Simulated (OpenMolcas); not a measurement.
# Sc²⁺ among point charges: CASSCF levels and susceptibility

How does a field of 6 point charges split the states of Sc²⁺, and what χT follows?

Program: OpenMolcas 26.06. Level of theory: state-averaged CASSCF, spin-orbit coupling by RASSI with atomic mean-field integrals. These are calculated values, not measurements, unless marked.

1 further run of the same task is left out (it didn't finish).

## 1. What is computed

* Species: Sc²⁺ (scandium, Z = 21, 19 electrons)
* Basis: ANO-RCC-VDZP [5s4p2d1f], 34 functions
* Scalar Hamiltonian: DKH2, point nucleus
* Inactive shells: 1s 2s 2p 3s 3p
* Active space: 1 electron in 5 orbitals (3d)
* Some configurations of this space: 3d
* Orbitals: optimised for each spin and parity, averaged over all roots

Outer shells as boxes (Hund's rule):

3d
```
3d [↑ ][  ][  ][  ][  ]
```

The ion sits among 6 point charges of -1.5 e arranged as a trigonal antiprism (D3d), 1.93 Å from the ion, with a polar angle of 55.3° against the regular 54.74°. The active orbitals were held to one l.

Each step is its own input file, run in one work folder so that later steps find the files of earlier ones. Labels, J, g values, rates, χT and fits are worked out afterwards by a script from the matrices that RASSI stores. The input lists half of the charges; inversion (Group=XYZ) makes the rest.

## 2. Basis and integrals

a.inp reads:

```
&GATEWAY
Coord
1

Sc 0.0 0.0 0.0
Basis=ANO-RCC-VDZP
Group=XYZ
NoMove
AngMom=0.0 0.0 0.0
AMFI
XField
3 Angstrom 0
0.000000 1.586411 1.099181 -1.500000
1.373872 -0.793206 1.099181 -1.500000
1.373872 0.793206 -1.099181 -1.500000
&SEWARD
```

Launch:

```sh
$ OMP_NUM_THREADS=1 MOLCAS_MEM=1689 MOLCAS_PROJECT=a pymolcas a.inp > a.log
```

Output:

```text
Basis set label: SC.ANO-RCC...5S4P2D1F.

      Electronic valence basis set:
      ------------------
      Associated Effective Charge  21.000000 au
      Associated Actual Charge     21.000000 au
      Nuclear Model: Point charge

      Shell  nPrim  nBasis  Cartesian Spherical Contaminant
         s      21       5        X
         p      15       4        X
         d      10       2                 X
         f       6       1                 X
                  Relativistic Douglas-Kroll-Hess integrals:
                    - DKH order of Hamiltonian: 2
                    - DKH order of Properties : 0
                  Atomic mean-field integrals
```

## 3. Reference wave functions, doublets of even parity, 5 roots

a.inp reads:

```
&RASSCF
FileOrb=start.orb
Symmetry=1
Spin=2
nActEl=1 0 0
Inactive=3 6
Ras2=5 0
CIRoot=5 5 1
SDav=5
CIMx=300
Iter=120 100
PrWF=0.3
OrbListing=Nothing
MaxOrb=0
SupSym
1
10 4 5 6 7 8 11 12 13 14 15
0
>>> COPY $Project.JobIph JOB001
```

Launch:

```sh
$ OMP_NUM_THREADS=1 MOLCAS_MEM=1689 MOLCAS_PROJECT=a pymolcas a.inp > a.log
```

start.orb holds the contracted functions of the basis, ordered by shell, or the orbitals of the step before.

Output, cut to the lines that bear on the results:

```text
[...]
      Number of active orbitals                  5
[...]
      Spin quantum number                      0.5
[...]
      Active orbitals                            5   0
[...]
      Number of CSFs                             5
      Number of root(s) required                 5
[...]
      Convergence after  7 iterations
[...]
      Natural orbitals and occupation numbers for root  1
      sym 1:   0.000000   0.000000   1.000000  -0.000000   0.000000
      Natural orbitals and occupation numbers for root  2
      sym 1:   0.000000  -0.000000   0.000000   1.000000  -0.000000
      Natural orbitals and occupation numbers for root  3
      sym 1:   1.000000   0.000000   0.000000   0.000000   0.000000
::    RASSCF root number  1 Total energy:   -767.62591474
::    RASSCF root number  2 Total energy:   -767.62302784
::    RASSCF root number  3 Total energy:   -767.62302778
::    RASSCF root number  4 Total energy:   -767.53769626
::    RASSCF root number  5 Total energy:   -767.53769626
```

## 4. State interaction with spin-orbit coupling

a.inp reads:

```
&RASSI
NrOfJobIphs=1 5
1 2 3 4 5
IphNames
JOB001
EJob
SpinOrbit
DIPRint=1.0
SOCoupling=1000.0
Subsets=2
Property=9
'ANGMOM' 1 'ANGMOM' 2 'ANGMOM' 3 'MLTPL  1' 1 'MLTPL  1' 2 'MLTPL  1' 3
'AMFI' 1 'AMFI' 2 'AMFI' 3
SOProperty=3
'ANGMOM' 1 'ANGMOM' 2 'ANGMOM' 3
```

Launch:

```sh
$ OMP_NUM_THREADS=1 MOLCAS_MEM=1689 MOLCAS_PROJECT=a pymolcas a.inp > a.log
```

Output, cut to the lines that bear on the results:

```text
SPIN-FREE ENERGIES:
  (Shifted by EMIN (a.u.) =       -767.6259147365)
 SF State       Relative EMIN(au)   Rel lowest level(eV)    D:o, cm**(-1)      L_eff
     1             0.0000000000        0.0000000000              0.0000         2.0
     2             0.0028868995        0.0785565370            633.6012         2.0
     3             0.0028869582        0.0785581352            633.6141         2.0
     4             0.0882184726        2.4005469323          19361.7168         2.0
     5             0.0882184763        2.4005470326          19361.7176         2.0
     Dipole printing threshold changed to   1.00000000E+00
Eigenvalues of complex Hamiltonian:
   -----------------------------------
  (Shifted by EMIN (a.u.) =       -767.6259147365)
 SO State       Relative EMIN(au)   Rel lowest level(eV)    D:o, cm**(-1)     J-value
     1            -0.0000132168        0.0000000000              0.0000         2.0
     2            -0.0000132168        0.0000000000              0.0000         2.0
     3             0.0027636507        0.0755624143            609.4520         1.4
     4             0.0027636507        0.0755624143            609.4520         1.4
     5             0.0030201481        0.0825420650            665.7467         1.5
     6             0.0030201481        0.0825420650            665.7467         1.5
     7             0.0882083917        2.4006322634          19362.4050         1.6
     8             0.0882083917        2.4006322634          19362.4050         1.6
     9             0.0882318330        2.4012701342          19367.5498         1.6
    10             0.0882318330        2.4012701342          19367.5498         1.6
Weights of the five most important spin-orbit-free states for each spin-orbit state.
[...]
```

These steps took 2.4 s in all on 1 thread of Arm Neoverse N1, shared host.

States without spin-orbit coupling:

| state | degeneracy | E (cm-1) | free-ion L (%) |
| --- | --- | --- | --- |
| 2A1 | 1 | 0 | D (100) |
| 2E | 2 | 634 | D (100) |
| 2E | 2 | 19362 | D (100) |

With spin-orbit coupling:

| E (cm-1) | Degeneracy | Label | 2S+1 | g |
| --- | --- | --- | --- | --- |
| 0.0 | 2 | E1/2 | 2 | 1.80 1.80 1.98 |
| 609.5 | 2 | E3/2 | 2 | 0.00 0.00 0.13 |
| 665.7 | 2 | E1/2 | 2 | 0.19 0.19 3.83 |
| 19362 | 2 | E3/2 | 2 | 0.00 0.00 1.88 |
| 19368 | 2 | E1/2 | 2 | 0.01 0.01 2.15 |

Principal g values are given for doublets only; a zero marks a field direction without first-order Zeeman splitting.

Powder χT (cm³ K/mol): 0.33 at 2 K, 0.33 at 5 K, 0.33 at 10 K, 0.34 at 20 K, 0.36 at 50 K, 0.39 at 100 K, 0.42 at 150 K, 0.45 at 200 K, 0.48 at 250 K, 0.50 at 300 K.

Orbitals of the lowest block (energies include the constant potential of the surroundings):

| shell | space | energy (hartree) | mean occupation | ⟨r²⟩ (bohr²) |
| --- | --- | --- | --- | --- |
| 1s | inactive | -164.9720 | 2.000 | 0.00713 |
| 2s | inactive | -17.4112 | 2.000 | 0.137 |
| 2p | inactive | -13.8376 | 6.000 | 0.115 |
| 3s | inactive | -0.7202 | 2.000 | 1.32 |
| 3p | inactive | 0.2938 | 6.000 | 1.59 |
| 3d | RAS2 |  | 1.000 | 4.52 |

## 5. Summary of results

```
                                            quantity                              value
                                              method                             CASSCF
                              spin-free ground state    2A1, 1-fold in its orbital part
first state of the same spin within the active space                     2E at 634 cm⁻¹
                                        lowest level  2-fold E1/2, g = 1.80, 1.80, 1.98
                                          next level                         609.5 cm⁻¹
                                         χT at 300 K                     0.50 cm³ K/mol
                           effective moment at 300 K                            2.00 μB
```

**Reading.** The spin-free ground state (2A1) comes to 100 % from free-ion D terms and keeps the highest spin of the shell. χT at 300 K is 0.50, against 0.38 cm³ K/mol for the spin alone, so orbital moment adds to it. The field of point charges can differ much from that of real complexes. This is an electrostatic model: the charges have no orbitals.
